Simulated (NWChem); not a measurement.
# One shape, several levels: BH3Se3 (SMILES [SeH]B([SeH])[SeH])

Wanted: a comparison of 4 runs (HF/STO-3G, HF/3-21G, B3LYP/6-31G*) of BH3Se3. 

The calculation is run with NWChem 7.3.0.

### 1 The system as given

The species is BH3Se3 (7 atoms), meant as a singlet with charge 0. As SMILES, `[SeH]B([SeH])[SeH]`. The coordinates come from a PBE0-D4/def2-TZVP relaxation.

Bond lengths: Se1–B2 1.937 Å, B2–Se3 1.943 Å, B2–Se4 1.933 Å, Se1–H5 1.467 Å, Se3–H6 1.469 Å, Se4–H7 1.469 Å. Angles: Se1–B2–Se3 115.3°, Se1–B2–Se4 126.1°, Se3–B2–Se4 118.6°, B2–Se1–H5 96.2°, B2–Se3–H6 95.8°, B2–Se4–H7 97.2°.

### 2 Energy and gradient at HF/STO-3G (run 1)

File run.py:

```python
from ase import Atoms
from ase.calculators.nwchem import NWChem

system = Atoms(['Se', 'B', 'Se', 'Se', 'H', 'H', 'H'], positions=[
    [-1.902100, 0.511200, 0.289600],
    [-0.037000, -0.008000, 0.358400],
    [0.687700, -0.262300, 2.142700],
    [1.126000, -0.284900, -1.160700],
    [-1.994600, 0.580600, -1.173100],
    [2.041700, -0.624400, 1.702700],
    [0.139700, 0.019900, -2.205500],
])

calc = NWChem(
    label='bh3se3',
    theory='scf',
    memory='2200 mb',
    basis='STO-3G',
    basispar='spherical bse',
    scf={'nopen': '0', 'rhf': None, 'thresh': '1e-08', 'maxiter': '80'},
)
system.calc = calc

forces = system.get_forces()
print("Total energy (eV):", round(system.get_potential_energy(), 6))
print("forces (eV/A):")
for s, f in zip(system.symbols, forces):
    print(f"{s:2s} {f[0]:10.5f} {f[1]:10.5f} {f[2]:10.5f}")
print("dipole (e A):", system.get_dipole_moment().round(4))
```

Run with:

```sh
export ASE_NWCHEM_COMMAND="nwchem PREFIX.nwi > PREFIX.nwo"
python run.py
```

Standard output:

```text
Total energy (eV): -194475.975504
forces (eV/A):
Se    0.53906   -0.11873   -1.03122
B    -0.02869   -0.00890    0.57474
Se    0.66165   -0.15745   -0.86878
Se   -0.96499    0.27747   -0.33291
H    -0.07374   -0.00257    0.76938
H    -0.72212    0.18934    0.35990
H     0.58883   -0.17915    0.52888
dipole (e A): [ 0.035   0.0042 -0.4655]
```

The calculator wrote bh3se3.nwi:

```
title "bh3se3"

permanent_dir bh3se3

scratch_dir bh3se3

start bh3se3

geometry units angstrom nocenter noautosym noautoz
  Se -1.9020999999999999e+00 5.1119999999999999e-01 2.8960000000000002e-01
  B  -3.6999999999999998e-02 -8.0000000000000002e-03 3.5840000000000000e-01
  Se 6.8769999999999998e-01 -2.6229999999999998e-01 2.1427000000000000e+00
  Se 1.1259999999999999e+00 -2.8489999999999999e-01 -1.1607000000000001e+00
  H  -1.9945999999999999e+00 5.8060000000000000e-01 -1.1731000000000000e+00
  H  2.0417000000000001e+00 -6.2439999999999996e-01 1.7027000000000001e+00
  H  1.3969999999999999e-01 1.9900000000000001e-02 -2.2054999999999998e+00
end

memory 2200 mb

basis spherical bse noprint
   * library STO-3G
end

scf
  nopen 0
  rhf
  thresh 1e-08
  maxiter 80
end

task scf gradient
```

bh3se3.nwo:

```text
Northwest Computational Chemistry Package (NWChem) 7.3.0
             --------------------------------------------------------

           Job information
           ---------------

    nwchem branch   = 7.3.0
    use scalapack   = T
    input           = bh3se3.nwi
    prefix          = bh3se3.
    data base       = bh3se3/bh3se3.db
    status          = startup
    nproc           =        1

           Memory information
           ------------------

[... 5 lines left out ...]
    hardfail = no
[... 132 lines left out ...]
         Quadratically convergent ROHF
[... 14 lines left out ...]
       Final RHF  results
[... 4 lines left out ...]
      Two-electron energy =   3616.851795198599
[... 71 lines left out ...]
                       ROHF Final Molecular Orbital Analysis
[... 212 lines left out ...]
                 ----------------------------------------
                 |  Time  |  1-e(secs)   |  2-e(secs)   |
                 ----------------------------------------
                 |  CPU   |       0.01   |       2.15   |
                 ----------------------------------------
                 |  WALL  |       0.01   |       2.15   |
                 ----------------------------------------

 Task  times  cpu:       14.0s     wall:       14.0s
 Total times  cpu:       14.0s     wall:       14.0s
```

Wall time 15 s (1 thread of Intel Xeon Platinum 8259CL at 2.50GHz (Skylake/Cascade Lake), shared host); peak memory 0.1 GiB.

### 3 Energy and forces at HF/3-21G (run 2)

File run.xyz:

```xyz
7

Se    -1.902100     0.511200     0.289600
B     -0.037000    -0.008000     0.358400
Se     0.687700    -0.262300     2.142700
Se     1.126000    -0.284900    -1.160700
H     -1.994600     0.580600    -1.173100
H      2.041700    -0.624400     1.702700
H      0.139700     0.019900    -2.205500
```

File run.nw:

```
START run
memory stack 880 mb heap 220 mb global 1100 mb
GEOMETRY units angstroms noautosym nocenter noautoz
  load format xyz run.xyz
END
BASIS spherical bse
  * library 3-21G
END
SCF
  thresh 1e-08
  maxiter 80
END
TASK scf gradient
```

Run with:

```sh
nwchem run.nw > run.out
```

Standard output:

```text
[...]
  functions       =    81
[...]
  wavefunction    = RHF
[...]
         Total SCF energy =  -7191.751744027039
      One-electron energy = -11538.805370116579
      Two-electron energy =   3590.546859395752
 Nuclear repulsion energy =    756.506766693789
        Time for solution =     13.3s
[...]
                         RHF ENERGY GRADIENTS
    atom               coordinates                        gradient
                 x          y          z           x          y          z
   1 Se     -3.594448   0.966028   0.547265    0.006234  -0.001818   0.003069
   2 B      -0.069920  -0.015118   0.677278    0.000256   0.000062  -0.004637
   3 Se      1.299565  -0.495675   4.049116   -0.004633   0.001475  -0.006301
   4 Se      2.127831  -0.538383  -2.193405   -0.001890   0.000300   0.007525
   5 H      -3.769247   1.097175  -2.216838    0.003042  -0.000869   0.000869
   6 H       3.858254  -1.179945   3.217636   -0.001546   0.000515  -0.002880
   7 H       0.263995   0.037606  -4.167791   -0.001463   0.000335   0.002355
[...]
```

Run time: 17 s. Hardware: 1 thread of Intel Xeon Platinum 8259CL at 2.50GHz (Skylake/Cascade Lake), shared host; peak memory 0.1 GiB.

Run 3 isn't shown in full; the table further down has it.

### 4 Energy and gradient at B3LYP/6-31G(d) (Cartesian functions) (run 4)

File job.nw:

```
start job
memory total 2200 mb
charge 0
geometry noautosym nocenter noautoz
  Se      -1.902100       0.511200       0.289600
  B       -0.037000      -0.008000       0.358400
  Se       0.687700      -0.262300       2.142700
  Se       1.126000      -0.284900      -1.160700
  H       -1.994600       0.580600      -1.173100
  H        2.041700      -0.624400       1.702700
  H        0.139700       0.019900      -2.205500
end
basis cartesian
  * library 6-31G*
end
dft
  xc b3lyp
  mult 1
  grid fine
  convergence energy 1e-08
  maxiter 100
  mulliken
  print medium
end
task dft gradient
```

Run with:

```sh
nwchem job.nw > job.out
```

Standard output:

```text
[...]
          Wavefunction type:  closed shell.
          No. of atoms     :     7
          No. of electrons :   110
[...]
          Charge           :     0
          Spin multiplicity:     1
[...]
          AO basis - number of functions:   126
[...]
              XC Information
              --------------
                         B3LYP Method XC Potential
                     Hartree-Fock (Exact) Exchange  0.200
                        Slater Exchange Functional  0.800 local
                    Becke 1988 Exchange Functional  0.720 non-local
              Lee-Yang-Parr Correlation Functional  0.810
                  VWN I RPA Correlation Functional  0.190 local
[...]
 d= 0,ls=0.0,diis     1  -7230.5138039537 -7.99D+03  1.05D-02  3.78D+00    10.4
[...]
 d= 0,ls=0.0,diis    10  -7230.6065382910 -2.96D-09  4.78D-07  2.97D-09    74.8
         Total DFT energy =    -7230.606538290998
      One electron energy =   -11573.619919445540
           Coulomb energy =     3853.123668712233
    Exchange-Corr. energy =     -266.617054251480
 Nuclear repulsion energy =      756.506766693788
[...]
      Total Density - Mulliken Population Analysis
     ---------------------------------------------
    Atom       Charge   Shell Charges
 -----------   ------   -------------------------------------------------------
    1 Se  34    34.14   2.00  1.99  6.00  1.93  5.98  1.56  3.23  0.34  0.96  6.99  2.96  0.20
    2 B    5     4.86   1.99  0.57  1.39  0.37  0.47  0.06
    3 Se  34    34.14   2.00  1.99  6.00  1.93  5.98  1.56  3.23  0.34  0.96  6.99  2.96  0.20
    4 Se  34    34.15   2.00  1.99  6.00  1.93  5.98  1.56  3.23  0.34  0.98  6.99  2.96  0.20
    5 H    1     0.90   0.48  0.42
    6 H    1     0.90   0.48  0.42
    7 H    1     0.91   0.48  0.42
[...]
  wavefunction    = closed shell
[...]
```

It took 95 s on 1 thread of Intel Xeon Platinum 8259CL at 2.50GHz (Skylake/Cascade Lake), shared host; peak memory 0.13 GiB.

### 5 Overview of the runs

```
run                               level  iteration cap  module   energy (Eh)  dipole moment (D)  HOMO energy (eV)  LUMO energy (eV)  wall time
  1                           HF/STO-3G             80     scf  -7146.860337               2.24             -7.37              6.48       15 s
  2                            HF/3-21G             80     scf  -7191.751744               1.63             -9.48              2.44       17 s
  3  B3LYP/6-31G* (spherical functions)            100     dft  -7230.583970               1.39             -6.76             -1.03       95 s
  4  B3LYP/6-31G* (Cartesian functions)            100     dft  -7230.606538               1.39             -6.75             -1.03       95 s
```

### 6 Outcome

```
                       quantity           value
            run 4: total energy  -7230.60654 Eh
           run 4: dipole moment          1.39 D
             run 4: HOMO energy        -6.75 eV
             run 4: LUMO energy        -1.03 eV
           run 4: HOMO–LUMO gap         5.72 eV
run 4: largest force on an atom      0.475 eV/Å
```

What this shows: The dipole moment (its size) runs from 1.39 D (B3LYP/6-31G*) to 2.24 D (HF/STO-3G). The two ends differ in method and basis. The HOMO–LUMO gap runs from 5.72 eV (B3LYP/6-31G*) to 13.85 eV (HF/STO-3G). In run 1 the basis is minimal, so the values are rough. All runs together took 3.7 min, the longest 95 s.
